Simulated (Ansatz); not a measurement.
# Rh (fcc type): the cost of one run

Computed with Ansatz 0.2.0 (DFT LDA, with the methods named in each step, unless a step's input says otherwise).

1 further run of the same task is left out (it didn't finish). Runs told in other sessions of the task aren't counted.

### Step 1. The structure to begin with

It takes space group Fm-3m (No. 225, cubic). The conventional cell has a = 3.755 Å, b = 3.755 Å, c = 3.755 Å, α = 90.00°, β = 90.00°, γ = 90.00°. Rh (site symmetry m-3m) is surrounded by 12 Rh at 2.65 Å.

Structure file:

```cif
data_structure
_symmetry_space_group_name_H-M 'P 1'
_symmetry_Int_Tables_number 1
_cell_length_a 2.6549
_cell_length_b 2.6549
_cell_length_c 6.5031
_cell_angle_alpha 90.000
_cell_angle_beta 90.000
_cell_angle_gamma 120.000
_cell_volume 39.69
loop_
_atom_site_label
_atom_site_type_symbol
_atom_site_fract_x
_atom_site_fract_y
_atom_site_fract_z
_atom_site_occupancy
Rh1 Rh 0.00000 0.00000 0.00000 1
Rh2 Rh 0.33333 0.66667 0.33333 1
Rh3 Rh 0.66667 0.33333 0.66667 1
```

Atoms are numbered in the order of the input: Rh1, Rh2, Rh3.

### Step 2. Bulk in the slab's orientation, LAPW

input.yaml

```yaml
crystal:
  lattice:
    - [0.0, 1.8772712008, -1.8772712008]
    - [-1.8772712008, 0.0, 1.8772712008]
    - [3.7545424016, 3.7545424016, 3.7545424016]
  atoms:
    - { symbol: Rh, position: [0.0, 0.0, 0.0] }
    - { symbol: Rh, position: [0.333333333, 0.666666667, 0.333333333] }
    - { symbol: Rh, position: [0.666666667, 0.333333333, 0.666666667] }
kpoints:
  mp_grid: { grid: [16, 16, 6] }
scf:
  occupations: { method: fermi_dirac, width: 0.08 }
hamiltonian:
  xc: lda
  pseudopotentials: { kind: all_electron, lapw: { basis_error: 0.001 } }
output:
  forces: true
  stress: true
  eigenvalues: true
```

Started as:

```console
> ansatz run input.yaml --threads 2 --pin off --max-ram 4096MiB --backend cpu --events-out ev --progress --plain --runs-dir out
```

What time and memory should one allow on 2 threads of Intel Xeon Platinum 8259CL at 2.50GHz (Skylake/Cascade Lake), shared host?

About 67 s, with a peak of 0.98 GiB.
